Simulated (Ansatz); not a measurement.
# Be2CdS2: the cost of one run

Program: Ansatz 0.2.0. Level of theory: DFT PBE, scalar-relativistic, plane waves, PAW. These are calculated values, not measurements.

1 further run of the same task is left out (it didn't finish).

## Step 1: The starting structure

It takes space group I4/mmm (No. 139, tetragonal). The conventional cell has a = 4.090 Å, b = 4.090 Å, c = 9.551 Å, α = 90.00°, β = 90.00°, γ = 90.00°. Be (site symmetry -4m2) has 4 S at 2.33 Å in its first shell of neighbours. Cd (site symmetry 4/mmm) has 8 Be at 3.14 Å and 10 S at 3.16 to 3.50 Å in its first shell of neighbours. Around S (site symmetry 4mm) lie 4 Be at 2.33 Å and 1 S at 2.54 Å and 4 Cd at 3.16 Å.

As a file:

```cif
data_structure
_symmetry_space_group_name_H-M 'P 1'
_symmetry_Int_Tables_number 1
_cell_length_a 5.5828
_cell_length_b 5.5828
_cell_length_c 5.5828
_cell_angle_alpha 137.030
_cell_angle_beta 137.030
_cell_angle_gamma 62.393
_cell_volume 79.87
loop_
_atom_site_label
_atom_site_type_symbol
_atom_site_fract_x
_atom_site_fract_y
_atom_site_fract_z
_atom_site_occupancy
Be1 Be 0.25000 0.75000 0.50000 1
Be2 Be 0.75000 0.25000 0.50000 1
Cd1 Cd 0.00000 0.00000 0.00000 1
S1 S 0.63303 0.63303 0.00000 1
S2 S 0.36697 0.36697 0.00000 1
```

Recipe of the guess: species swapped into a database cell of CeNi2Ge2 (I4/mmm, No. 139), with Cd on the Ce sites, Be on the Ni sites and S on the Ge sites. The dimensions are guesses.

## Step 2: Probe: one point on a coarse mesh

Contents of input.yaml:

```yaml
crystal:
  lattice:
    - [-2.04476767, 2.04476767, 4.77552904]
    - [2.04476767, -2.04476767, 4.77552904]
    - [2.04476767, 2.04476767, -4.77552904]
  atoms:
    - { symbol: Be, position: [0.25, 0.75, 0.5] }
    - { symbol: Be, position: [0.75, 0.25, 0.5] }
    - { symbol: Cd, position: [0.0, 0.0, 0.0] }
    - { symbol: S, position: [0.63302577, 0.63302577, 0.0] }
    - { symbol: S, position: [0.36697423, 0.36697423, 0.0] }
basis:
  ecutwfc: 420
kpoints:
  mp_grid: { grid: [6, 6, 6] }
hamiltonian:
  xc: pbe
scf:
  occupations: { method: gaussian, width: 0.1 }
  lower_state_search: "off"
output:
  forces: true
  stress: true
  eigenvalues: true
```

On the command line:

```bash
ansatz run input.yaml --threads 1 --pin off --max-ram 2560MiB --backend cpu --events-out ev --progress --plain --runs-dir out
```

Q: Estimate wall time and peak memory on 1 thread of AMD EPYC (Zen 3), shared host.

About 8.4 s, with a peak of 0.4 GiB.
